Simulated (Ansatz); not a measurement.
Run this with the Ansatz DFT code, driven from Python and show what comes out.

`relaxed_scan_fh2ssb.py`:
```python
"""Relaxed scan of one distance in FH2SSb."""

import ansatz as az
import numpy as np

GEOMETRY = """
F    -1.09960   -0.86430    1.19940
Sb   -0.56710   -0.88360   -0.72180
S     1.63960   -0.05670   -0.15030
H    -1.06910    0.76670   -1.01540
H     1.14600    0.96420    0.64670
"""

molecule = az.Crystal.molecule()
for line in GEOMETRY.strip().splitlines():
    symbol, *xyz = line.split()
    molecule = molecule.atom(symbol, [float(v) for v in xyz])

calculation = molecule.calculation()
calculation = calculation.basis(gaussian="def2-SVP").functional("PBE", dispersion="d3bj")
calculation = calculation.accuracy("medium")
symbols = [site.symbol for site in molecule.cartesian_sites]
pairs = [(0, 1), (1, 2), (1, 3), (2, 4)]
print("held (A)   E (eV)        ", "  ".join(f"{symbols[i]}{i}-{symbols[j]}{j}" for i, j in pairs))
for length in [1.83, 1.99, 2.15, 2.39, 2.69]:
    report = calculation.relax(constraints=[az.DistanceConstraint((0, 1), at=length)], force_tolerance=0.02, max_steps=60).run(threads=1, backend="cpu").report
    xyz = np.array(report["positions_ang"])
    print(f"{length:6.2f} {report['free_energy_ev']:14.5f}  ", "  ".join(f"{np.linalg.norm(xyz[i] - xyz[j]):.3f}" for i, j in pairs))
```

```console
$ python relaxed_scan_fh2ssb.py
held (A)   E (eV)         F0-Sb1  Sb1-S2  Sb1-H3  S2-H4
DeckWarning: relax.constraints: the input's atoms, or those drawn, lie off the distances that are held; a relaxation that starts there is brought onto them ahead of its first SCF, by positions alone, an atom by 8.19e-2 Å at the most. With the symmetry detection on, the symmetry is detected on the input's atoms as so brought (as typed, where only the drawn atoms reach the distances), and notices that speak of the structure as typed mean those atoms
  1.83   -20110.13155   1.830  2.471  1.751  1.362
  1.99   -20110.38687   1.990  2.462  1.747  1.362
  2.15   -20110.14077   2.150  2.455  1.744  1.362
  2.39   -20109.44308   2.390  2.446  1.741  1.362
  2.69   -20108.53428   2.690  2.437  1.739  1.363
```
(Warnings from the package without file and line, repeats left out.)

Caveats:
- The settings weren't tested for convergence.
- The energies are electronic: no zero-point or thermal terms, and the basis set is short of its limit.
- def2 sets replace the cores of elements past krypton by effective core potentials.
- Hardware and time: 74 s on 1 thread of Arm Neoverse V2, on a shared host, peak memory 0.21 GiB.
